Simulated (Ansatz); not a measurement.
**Molecular dynamics of Al$_{8}$Cu$_{4}$P**

The input (input.yaml):

```yaml
crystal:
  lattice:
    - [5.742662, 0.0, 0.0]
    - [-2.871331, 6.384316, 0.0]
    - [0.0, 0.0, 16.487955]
  atoms:
    - { symbol: Al, position: [0.48737494, 0.67669516, 0.12985021] }
    - { symbol: Al, position: [0.04497013, 0.85202741, 0.12863331] }
    - { symbol: Cu, position: [0.75391376, 0.4672866, 0.17489723] }
    - { symbol: Al, position: [0.37340619, 0.26342749, 0.10706721] }
    - { symbol: Al, position: [0.88339726, 0.20920296, 0.138979] }
    - { symbol: Cu, position: [0.5, 0.0, 0.0606503] }
    - { symbol: Al, position: [0.34005433, -0.06797458, 0.2951526] }
    - { symbol: Al, position: [0.77165545, -0.30506625, 0.30333247] }
    - { symbol: Cu, position: [0.17418899, 0.60087535, 0.22842175] }
    - { symbol: Al, position: [-0.21421162, 0.26006551, 0.31432251] }
    - { symbol: Al, position: [0.35121066, 0.33083975, 0.26231175] }
    - { symbol: Cu, position: [-0.03873306, 0.02674159, 0.23946014] }
    - { symbol: P, position: [1.10288422, 0.62282603, 0.37662863] }
basis:
  ecutwfc: 420.0
kpoints:
  mp_grid: { grid: [2, 2, 1] }
hamiltonian:
  xc: pbesol
  pseudopotentials: { kind: paw, azcp: { folder: soft_1 } }
scf:
  occupations: { method: fermi_dirac, width: 0.15 }
  lower_state_search: "off"
md:
  timestep: 2
  n_steps: 200
  ensemble: nvt_langevin
  temperature: 2400.0
  initial_velocities: maxwell_boltzmann
  seed: 386557
  friction: 0.01
  constraints: [{ sites: [5] }]
```

Command:

```bash
$ ansatz run input.yaml --threads 1 --pin off --max-ram 3072MiB --backend cpu --events-out ev --progress --plain --runs-dir out
```

It goes on from the last frame of an earlier run, with new velocities.

Output, in part (step lines):

```
md step     0: t =     0.00 fs  T =  2400.0 K  F+E_penalty+E_count = -31286.69285726 eV  E_kin = 3.722688 eV  (15 SCF iters)
md step     1: t =     2.00 fs  T =  2286.2 K  F+E_penalty+E_count = -31286.75086997 eV  E_kin = 3.546246 eV  (9 SCF iters)
md step     2: t =     4.00 fs  T =  2091.8 K  F+E_penalty+E_count = -31286.77695870 eV  E_kin = 3.244588 eV  (9 SCF iters)
md step     3: t =     6.00 fs  T =  1932.8 K  F+E_penalty+E_count = -31286.78083917 eV  E_kin = 2.997967 eV  (10 SCF iters)
md step     4: t =     8.00 fs  T =  1966.1 K  F+E_penalty+E_count = -31286.77421837 eV  E_kin = 3.049715 eV  (10 SCF iters)
md step     5: t =    10.00 fs  T =  1913.7 K  F+E_penalty+E_count = -31286.75326888 eV  E_kin = 2.968419 eV  (8 SCF iters)
md step     6: t =    12.00 fs  T =  1877.7 K  F+E_penalty+E_count = -31286.71316422 eV  E_kin = 2.912582 eV  (8 SCF iters)
md step     7: t =    14.00 fs  T =  1710.1 K  F+E_penalty+E_count = -31286.64976757 eV  E_kin = 2.652510 eV  (7 SCF iters)
[... lines left out ...]
md step   199: t =   398.00 fs  T =  1648.2 K  F+E_penalty+E_count = -31284.10161813 eV  E_kin = 2.556525 eV  (8 SCF iters)
md step   200: t =   400.00 fs  T =  1607.6 K  F+E_penalty+E_count = -31284.06151725 eV  E_kin = 2.493635 eV  (10 SCF iters)
```

The steps, from the saved trajectory:

```csv
time (fs),T (K),potential energy less start (eV)
0.0,2400,0.000
12.0,1878,-0.020
24.0,1703,0.751
36.0,1800,1.288
48.0,1536,1.169
60.0,1387,1.498
72.0,1351,1.516
84.0,1664,1.342
96.0,1806,1.041
108.0,2250,0.823
120.0,2337,0.997
132.0,2128,1.240
144.0,1979,1.292
156.0,1951,0.900
168.0,2190,1.167
180.0,1222,2.091
192.0,1301,1.976
204.0,1254,1.710
216.0,1016,2.036
228.0,1688,1.588
240.0,1768,1.363
252.0,2330,0.806
264.0,2880,0.212
276.0,2765,1.097
288.0,2150,2.408
300.0,2424,2.364
312.0,2105,2.904
324.0,2605,1.838
336.0,2731,1.607
348.0,2663,1.828
360.0,2730,1.550
372.0,2343,1.784
384.0,2042,2.170
396.0,1553,2.564
```

The run went to its last step. A run of 0.4 ps of so small a system gives no equilibrium averages. Limits of this set-up: coarse k mesh, thin slab, slab without dipole correction, odd electron count without spin, PAW files made for another functional.

Mean squared displacements from the first frame to the last: Al 0.98 Å², Cu 0.93 Å², P 1.65 Å².

Last frame:

```xyz
13
Lattice="5.7427 0.0000 0.0000 -2.8713 6.3843 0.0000 0.0000 0.0000 16.4880" Properties=species:S:1:pos:R:3
Al 1.862 4.758 2.274
Al -1.283 5.634 2.661
Cu 2.767 2.733 3.558
Al 1.062 2.013 1.663
Al 4.272 1.714 1.966
Cu 2.871 0.000 1.000
Al 2.340 -1.051 5.511
Al 5.305 -3.151 5.614
Cu -0.661 3.492 4.024
Al -1.624 0.732 5.408
Al 0.525 1.141 4.295
Cu 0.033 -1.440 4.465
P 4.494 2.742 6.559
```

The run took 32 min on 1 thread of Arm Neoverse V1, with other jobs on the host, peak memory 0.88 GiB.
